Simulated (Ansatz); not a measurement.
# ZrH: the cost of one run

Computed with Ansatz 0.2.0 (DFT PBEsol, scalar-relativistic, plane waves, PAW, unless a step's input says otherwise).

## Step 1: Starting point

Symmetry: P4_2/mmc, No. 131, tetragonal system. The conventional cell has a = 3.243 Å, b = 3.243 Å, c = 4.948 Å, α = 90.00°, β = 90.00°, γ = 90.00°. Zr (site symmetry mmm) has 4 H at 2.04 Å as nearest neighbours. H (site symmetry -4m2) is surrounded by 4 Zr at 2.04 Å.

Structure file:

```cif
data_structure
_symmetry_space_group_name_H-M 'P 1'
_symmetry_Int_Tables_number 1
_cell_length_a 3.2428
_cell_length_b 3.2428
_cell_length_c 4.9480
_cell_angle_alpha 90.000
_cell_angle_beta 90.000
_cell_angle_gamma 90.000
_cell_volume 52.03
loop_
_atom_site_label
_atom_site_type_symbol
_atom_site_fract_x
_atom_site_fract_y
_atom_site_fract_z
_atom_site_occupancy
Zr1 Zr 0.00000 0.50000 0.00000 1
Zr2 Zr 0.50000 0.00000 0.50000 1
H1 H 0.00000 0.00000 0.75000 1
H2 H 0.00000 0.00000 0.25000 1
```

Source of the structure: the Crystallography Open Database.

(A quick probe on a coarse mesh, which set the mesh and smearing, is not shown.)

## Step 3: The relaxation

File input.yaml:

```yaml
crystal:
  lattice:
    - [3.2427916985, 0.0, 0.0]
    - [0.0, 3.2427916985, 0.0]
    - [0.0, 0.0, 4.948]
  atoms:
    - { symbol: Zr, position: [0.0, 0.5, 0.0] }
    - { symbol: Zr, position: [0.5, 0.0, 0.5] }
    - { symbol: H, position: [0.0, 0.0, 0.75] }
    - { symbol: H, position: [0.0, 0.0, 0.25] }
basis:
  ecutwfc: 420
kpoints:
  mp_grid: { grid: [14, 14, 8] }
hamiltonian:
  xc: pbesol
scf:
  occupations: { method: gaussian, width: 0.1 }
output:
  forces: true
  stress: true
  eigenvalues: true
  write_density: true
  write_potential: true
  elf: true
  volumetric_format: npy
relax:
  adjacent_minimum: "off"
  f_tol: 0.005
  max_steps: 80
  cell: { stress_tol: 0.05 }
```

The run is started by

```
ansatz run input.yaml --threads 1 --pin off --max-ram 2560MiB --backend cpu --events-out ev --progress --plain --runs-dir out
```

**Question.** How long does this run take on 1 thread of an Arm CPU, shared host, and how much memory does it need?

About 55 s, with a peak of 0.43 GiB.
